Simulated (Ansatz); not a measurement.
ClGaH2O2, SMILES [OH][Ga]([OH])[Cl], vertical energies of changing the electron count

Program: Ansatz 0.2.0, Python API.

The script reads `clgah2o2.xyz`:
```text
6

O    -0.23360    1.45750   -0.95640
Ga    0.20850   -0.35950   -0.39470
O     0.94660   -0.88350    0.81400
Cl   -0.94010   -1.70170   -0.85770
H    -0.79150    1.56810   -0.14100
H     0.85220   -0.14490    1.48970
```

Run as a notebook:

In [1]:
```python
import ansatz
```

In [2]:
```python
params = {
    "basis": "def2-SVPD",
    "xc": "CAM-B3LYP",
}
```

In [3]:
```python
def total_energy(molecule, charge=0, unpaired=0):
    calc = (
        molecule.calculation()
        .basis(gaussian=params["basis"])
        .functional(params["xc"])
        .accuracy("medium")
    )
    if charge:
        calc = calc.charge(charge)
    if unpaired:
        calc = calc.spin("collinear", total=unpaired)
    return calc.run(threads=1).report["free_energy_ev"]
```

In [4]:
```python
mol = ansatz.Crystal.molecule_from_extxyz("clgah2o2.xyz")
```

In [5]:
```python
# total-energy differences at one geometry
parent = total_energy(mol, 0, 0)
cation = total_energy(mol, 1, 1)
print(f"E(N)   = {parent:.5f} eV")
print(f"E(N-1) = {cation:.5f} eV  (1 unpaired)")
print(f"vertical ionisation energy {cation - parent:.3f} eV")
anion = total_energy(mol, -1, 1)
print(f"E(N+1) = {anion:.5f} eV  (1 unpaired)")
print(f"vertical electron affinity {parent - anion:.3f} eV" + ("" if anion < parent else " (unbound in this basis)"))
print(f"fundamental gap IP - EA = {cation + anion - 2 * parent:.3f} eV")
```
```text
E(N)   = -69015.32630 eV
E(N-1) = -69004.12793 eV  (1 unpaired)
vertical ionisation energy 11.198 eV
E(N+1) = -69015.54176 eV  (1 unpaired)
vertical electron affinity 0.215 eV
fundamental gap IP - EA = 10.983 eV
```

At this unrelaxed geometry removing an electron costs 11.20 eV and adding one releases 0.22 eV.

Notes:
- These settings explore the input space; basis and method may be short of convergence.
- The geometry is a force-field or estimated start, not a minimum of this method, and the basis set is short of its limit. All parts are taken at fixed geometry, without zero-point energy. At an unrelaxed start these energies can be a whole eV from those at the minimum, and a small affinity can change sign.
- Timing: 54 s on 1 thread of Intel(R) Xeon(R) Platinum 8259CL CPU @ 2.50GHz (Skylake/Cascade Lake), with other jobs on the host, peak memory 0.59 GiB.

(Lines on the test bed's own set-up are left out of the output.)
